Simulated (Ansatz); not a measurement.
# Cu: a tetragonal deformation path

The task here is to estimate one member of a computed series from the others.

Program: Ansatz 0.2.0. Level of theory: DFT r2SCAN, scalar-relativistic, plane waves, PAW. These are calculated values, not measurements.

## The system as given

It takes space group Fm-3m (No. 225, cubic). The conventional cell has a = 3.615 Å, b = 3.615 Å, c = 3.615 Å, α = 90.00°, β = 90.00°, γ = 90.00°. Cu (site symmetry m-3m) is surrounded by 12 Cu at 2.56 Å.

Coordinates:

```
Cu
1.0
     0.00000    1.80750    1.80750
     1.80750    0.00000    1.80750
     1.80750    1.80750    0.00000
Cu
1
Direct
  0.00000 0.00000 0.00000
```

No relaxation comes first: the listed cell is the starting point.

The first run:

input.yaml reads:

```yaml
crystal:
  lattice:
    - [0.0, 1.8075, 1.8075]
    - [1.8075, 0.0, 1.8075]
    - [1.8075, 1.8075, 0.0]
  atoms:
    - { symbol: Cu, position: [0.0, 0.0, 0.0] }
basis:
  ecutwfc: 500
kpoints:
  mp_grid: { grid: [24, 24, 24] }
hamiltonian:
  xc: r2scan
scf:
  occupations: { method: gaussian, width: 0.15 }
output:
  forces: true
  stress: true
  eigenvalues: true
```

Command:

```
ansatz run input.yaml --threads 1 --pin off --max-ram 2560MiB --backend cpu --events-out ev --progress --plain --runs-dir out
```

Among the steps run: Zero of the scan; At ρ = 0.707; ρ = 1.414; Point ρ = 0.850; ρ = 1.200; Point ρ = 0.780; Point ρ = 1.300; At ρ = 0.920; At ρ = 1.100; At ρ = 0.650; At ρ = 1.500; At ρ = 0.960; Point ρ = 1.050.

One table of the session follows, with a row left open; its other results are not shown here.

It belongs to the step «The scan collected». 

```
    ρ  ΔE (meV/atom)  pressure (GPa)
0.650           36.2            -4.1
0.707           36.0            -4.3
0.780           32.0            -4.3
0.850              ?               ?
0.920            7.8            -4.6
0.960            2.2            -4.7
1.000            0.0            -4.8
1.050            3.7            -4.7
1.100           15.8            -4.4
1.200           66.3            -2.8
1.300          157.4             0.4
1.414          310.1             6.1
1.500          457.6            11.7
```

**Question.** Estimate the row for ρ = 0.850.

Worked estimate for «ΔE (meV/atom)». A straight line through the neighbours (0.780, 32.0) and (0.920, 7.8) gives 32.0 + (7.8 − 32.0) × (0.850 − 0.780) / (0.920 − 0.780) = 19.9; a parabola fitted to 4 rows on both sides gives 21.9.

**Answer.** ΔE (meV/atom): 20.6; pressure (GPa): -4.4. In «ΔE (meV/atom)» the line misses by -0.7 and the parabola by +1.3.
